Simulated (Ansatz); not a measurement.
# AuBr: ionisation energy by level of theory

An exercise on one series of results from a longer session: the logs are not shown, and one member is left open.

Program: Ansatz 0.2.0, Gaussian basis. Level of theory: unrestricted cation, the program's frozen cores in correlated methods. These are calculated values, not measurements.

Levels to be run: UKS PBE-D4/def2-TZVPP; UKS r2SCAN-D4/def2-TZVPP; UKS PBE0-D4/def2-TZVPP; UKS B3LYP-D4/def2-TZVPP; UKS wB97X-V/def2-TZVPP; UKS wB97M-V/def2-TZVPP; UKS B2PLYP/def2-TZVPP; UHF-CCSD(T)/def2-TZVPP; UHF-CCSD(T)/def2-QZVPP; extrapolation to the limit; then −ε(HOMO) from the neutral's earlier runs with LDA (SPW92), PBE-D4, revPBE-D4, BLYP-D4, r2SCAN-D4, B97M-V, PBE0-D4, B3LYP-D4, r2SCANh-D4, r2SCAN0-D4, HSE06-D4, BHLYP-D4, CAM-B3LYP-D4, LC-ωPBE, ωB97X-V, ωB97M-V.

## Structure used throughout

The geometry comes from an earlier relaxation with PBE0-D4 in a triple-zeta def2 set; it is a stationary point. Au takes the def2 core potential; no spin-orbit term is included.

2 atoms, charge 0, spin multiplicity 1.

Atoms are counted from 1 here; the program's logs count them from 0.

Bond lengths: Br1–Au2 2.350 Å.

Set-up of the first run:

The input, in.yaml:

```yaml
crystal:
  periodic: [false, false, false]
  atoms:
    - {symbol: Br, position_ang: [1.015055, -0.384913, 0.506299]}
    - {symbol: Au, position_ang: [-0.985655, 0.324713, -0.502199]}
basis:
  gaussian: {orbitals: def2-TZVPP}
total_charge: 1
magnetization: {spin_polarized: true, initial_magnetization: 1}
hamiltonian: {xc: pbe, dispersion: d4}
```

Launch:

```bash
$ ansatz run in.yaml --threads 2 --pin off --events-out ev --progress --plain --max-ram 32768MiB --backend cpu
```

Among the steps run: Cation, UKS PBE-D4/def2-TZVPP; Cation, UKS r2SCAN-D4/def2-TZVPP; Cation, UKS PBE0-D4/def2-TZVPP; Cation, UKS B3LYP-D4/def2-TZVPP; Cation, UKS wB97X-V/def2-TZVPP; Cation, UKS wB97M-V/def2-TZVPP; Cation, UKS B2PLYP (frozen core)/def2-TZVPP; Cation, UHF-CCSD(T)/def2-TZVPP; Cation, UHF-CCSD(T)/def2-QZVPP.

One table of the session follows, with a row left open; its other results are not shown here.

Orbital estimates, from the neutral's runs:

```
  functional  −ε(HOMO) (eV)
 LDA (SPW92)           6.75
      PBE-D4           6.53
   revPBE-D4           6.45
     BLYP-D4           6.40
   r2SCAN-D4           6.76
      B97M-V           6.76
     PBE0-D4           7.68
    B3LYP-D4           7.48
  r2SCANh-D4           7.19
  r2SCAN0-D4              ?
    HSE06-D4           7.28
    BHLYP-D4           8.69
CAM-B3LYP-D4           8.96
     LC-ωPBE          10.17
     ωB97X-V           9.89
     ωB97M-V           9.79
```

**Question.** Estimate the row for r2SCAN0-D4.

Worked estimate for «−ε(HOMO) (eV)». Against the share of exact exchange, r2SCAN-D4 (0, 6.76), r2SCANh-D4 (0.1, 7.19) give a slope of 4.30 per unit share; at 0.25 the line stands at 7.83.

The run gave: −ε(HOMO) (eV): 7.85. In «−ε(HOMO) (eV)» the line misses by -0.02.
